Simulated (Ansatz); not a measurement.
**SnH₂Br₂: one species, many methods**

An exercise on one series of results from a longer session: the logs are not shown, and one member is left open.

Method: functionals in def2-TZVPP, the program's frozen cores in correlated methods; program: Ansatz 0.2.0, Gaussian basis.

The runs, in order: LDA (SPW92), PBE-D4, revPBE-D4, BLYP-D4, r2SCAN-D4, B97M-V, PBE0-D4, B3LYP-D4, r2SCANh-D4, r2SCAN0-D4, HSE06-D4, BHLYP-D4, CAM-B3LYP-D4, LC-ωPBE, ωB97X-V, ωB97M-V, B2PLYP, PBE-QIDH; CCSD(T)/def2-SVP; CCSD(T)/def2-TZVPP; MP2/def2-QZVPP; extrapolation to the limit; RPA on PBE.

## Structure used throughout

All runs share one geometry, relaxed beforehand with PBE0-D4 in a triple-zeta def2 set. Sn takes the def2 core potential; no spin-orbit term is included.

SMILES `[Br][SnH2][Br]`, 5 atoms, charge 0, spin multiplicity 1.

Atoms are counted from 1 here; the program's logs count them from 0.

Bond lengths: Br1–Sn2 2.467 Å, Sn2–Br3 2.467 Å, Sn2–H4 1.697 Å, Sn2–H5 1.697 Å. Angles: Br1–Sn2–Br3 107.5°, Br1–Sn2–H4 107.9°, Br1–Sn2–H5 107.9°, Br3–Sn2–H4 107.9°, Br3–Sn2–H5 107.9°, H4–Sn2–H5 117.3°.

As a file:

```mol
Br2H2Sn
  3D, bonds by distance, orders not assigned

  5  4  0  0  0  0  0  0  0  0999 V2000
   -2.1059    0.4913   -0.8650 Br  0  0
    0.0913    0.0872    0.1820 Sn  0  0
    1.2596   -1.6072   -1.1785 Br  0  0
   -0.1776   -0.5739    1.7215 H   0  0
    0.9825    1.5289    0.0987 H   0  0
  1  2  8  0
  2  3  8  0
  2  4  8  0
  2  5  8  0
M  END
```

The first run:

File in.yaml:

```yaml
crystal:
  periodic: [false, false, false]
  atoms:
    - {symbol: Br, position_ang: [-2.105883, 0.491320, -0.865036]}
    - {symbol: Sn, position_ang: [0.091276, 0.087219, 0.181954]}
    - {symbol: Br, position_ang: [1.259591, -1.607210, -1.178539]}
    - {symbol: H, position_ang: [-0.177554, -0.573913, 1.721495]}
    - {symbol: H, position_ang: [0.982470, 1.528883, 0.098726]}
basis:
  gaussian: {orbitals: def2-TZVPP}
hamiltonian: {xc: lda}
output: {orbitals: {seedname: orbitals}}
```

On the command line:

```bash
> ansatz run in.yaml --threads 4 --pin off --events-out ev --progress --plain --max-ram 10444MiB
```

Among the steps run: LDA; PBE-D4 (GGA); revPBE-D4 (GGA); BLYP-D4 (GGA); r2SCAN-D4 (meta-GGA); B97M-V (meta-GGA); PBE0-D4 (hybrid); B3LYP-D4 (hybrid); r2SCANh-D4 (hybrid); r2SCAN0-D4 (hybrid); HSE06-D4 (hybrid); BHLYP-D4 (hybrid); CAM-B3LYP-D4 (range-separated); LC-ωPBE (range-separated); ωB97X-V (range-separated); ωB97M-V (range-separated); B2PLYP (double hybrid); PBE-QIDH (double hybrid).

One table of the session follows, with a row left open; its other results are not shown here.

It belongs to the step «Frontier levels by functional». 

| functional | HOMO (eV) | LUMO (eV) | gap (eV) |
| --- | --- | --- | --- |
| LDA (SPW92) | -7.31 | -2.86 | 4.45 |
| PBE-D4 | -7.19 | -2.60 | 4.59 |
| revPBE-D4 | -7.15 | -2.52 | 4.63 |
| BLYP-D4 | -7.03 | -2.56 | 4.47 |
| r2SCAN-D4 | -7.53 | -2.39 | 5.14 |
| B97M-V | -7.62 | -2.31 | 5.31 |
| PBE0-D4 | -8.46 | -1.73 | 6.73 |
| B3LYP-D4 | -8.20 | -2.03 | 6.17 |
| r2SCANh-D4 | -7.99 | -2.07 | 5.91 |
| r2SCAN0-D4 | -8.68 | -1.61 | 7.07 |
| HSE06-D4 | -8.06 | -2.10 | 5.96 |
| BHLYP-D4 | -9.56 | -0.83 | 8.74 |
| CAM-B3LYP-D4 | ? | ? | ? |
| LC-ωPBE | -11.15 | 0.42 | 11.58 |
| ωB97X-V | -10.80 | 0.31 | 11.11 |
| ωB97M-V | -10.65 | 0.15 | 10.80 |

**Question.** Estimate the row for CAM-B3LYP-D4.

The run gave: HOMO (eV): -9.76; LUMO (eV): -0.77; gap (eV): 8.99. In the column «HOMO (eV)» it lies between ωB97M-V (-10.65) and BHLYP-D4 (-9.56).
